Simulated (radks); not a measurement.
**Au²⁺ in [Xe] 4f14 5d8 6d1: an all-electron calculation**

Aim: the levels, the sizes of the orbitals and the parts of the energy of the gold ion Au2+.

Program: radks (a radial shooting solver on a logarithmic mesh, Libxc functionals) version 1. Level of theory: Dirac Kohn-Sham, LDA (Slater exchange, Perdew-Wang correlation), spin-unpolarised, spherical densities, point nucleus; open shells fill j = l - 1/2 first. These are calculated values, not measurements, unless marked.

### Step 1. Starting point

| Property | Result |
| --- | --- |
| element | gold (Z = 79) |
| charge | +2 |
| electrons | 77 |
| configuration | [Xe] 4f14 5d8 6d1 |

### Step 2. The run

Settings of this run:

```text
Z 79
configuration [Xe] 4f14 5d8 6d1
relativity Dirac
functional lda,pw
spin unpolarised
j_filling energy
nucleus point
c 137.035999084
```

On the command line:

```bash
> python run_ks.py task.json out
```

The same process makes all the runs of this session.

Q: Predict the outcome of this run.

As calculated:

```
                        quantity                   value
                    total energy     -19035.6146 hartree
exchange-correlation share of it                  1.86 %
                            −T/E                  1.1490
          highest occupied level        6d3/2, -9.510 eV
    most extended occupied level  6d3/2, <r> = 4.45 bohr
 radius at density 0.001 e/bohr³               4.63 bohr
    maxima of the radial density                       4
```

**Reading.** The radial density shows 4 maxima for 6 occupied principal shells; where shells overlap, one shows as a shoulder or not at all. Relativity lifts −T/E to 1.149. This is not the tabulated ground configuration, so its levels and sizes aren't those of the ground state, and no measured value stands beside it.
